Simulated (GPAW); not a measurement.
Crystal: As2Se.

```
Se As
1.0
    -3.52942    3.52942    2.65357
     3.52942   -3.52942    2.65357
     3.52942    3.52942   -2.65357
Se As
2 4
Cartesian
  3.5294 0.0000 1.3268
  0.0000 0.0000 2.6536
  -1.7647 3.5294 1.9902
  1.7647 3.5294 1.9902
  0.0000 1.7647 0.6634
  0.0000 5.2941 0.6634
```

The cell comes from a database or a generator and needn't be the stable form of this composition.

| Item | Value |
| --- | --- |
| Program | GPAW 26.7.0 |
| Task | relaxation of cell and atoms |
| Functional | PBEsol |
| Dispersion | D3(BJ) |
| Potentials or basis | PAW data sets generated in the run's folder for this functional |
| Cutoff | 600 eV |
| Basis | pw |
| k mesh | 5 × 5 × 5 |
| Occupations | fermi-dirac, width 0.05 eV |
| Spin | no spin polarisation |

At the start: pressure -5.8 GPa; volume 22.04 Å³/atom.

Q: Where does the relaxation end?

A: Over 8 steps the energy falls by 33.4 meV/atom and the volume is 20.28 Å³/atom (-8.0 %); space group I4_1/amd (No. 141, to 0.05 Å).

The path:
| step | energy change (eV) | largest force (eV/Å) | pressure (GPa) | volume (Å³) |
| --- | --- | --- | --- | --- |
| 1 | 0.0000 | 0.0000 | -5.75 | 132.22 |
| 2 | -0.0259 | 0.0000 | -5.40 | 131.47 |
| 3 | -0.1864 | 0.0000 | 0.62 | 121.58 |
| 4 | -0.1885 | 0.0000 | -0.06 | 122.49 |
| 5 | -0.1892 | 0.0000 | -0.10 | 122.52 |
| 6 | -0.1988 | 0.0000 | -0.43 | 122.46 |
| 7 | -0.2002 | 0.0000 | -0.21 | 121.98 |
| 8 | -0.2004 | 0.0001 | -0.02 | 121.67 |

Final structure:
```
CELL_PARAMETERS angstrom
-3.40150 3.40150 2.62897
3.40150 -3.40150 2.62897
3.40150 3.40150 -2.62897
ATOMIC_POSITIONS crystal
Se 0.25000 0.75000 0.50000
Se 0.50000 0.50000 0.00000
As 0.87500 0.12500 0.25000
As 0.87500 0.62500 0.75000
As 0.37500 0.12500 0.25000
As 0.87500 0.12500 0.75000
```

Caveat: later steps reuse the first step's grids; pairwise dispersion overbinds metals, which lowers pressure and volume.
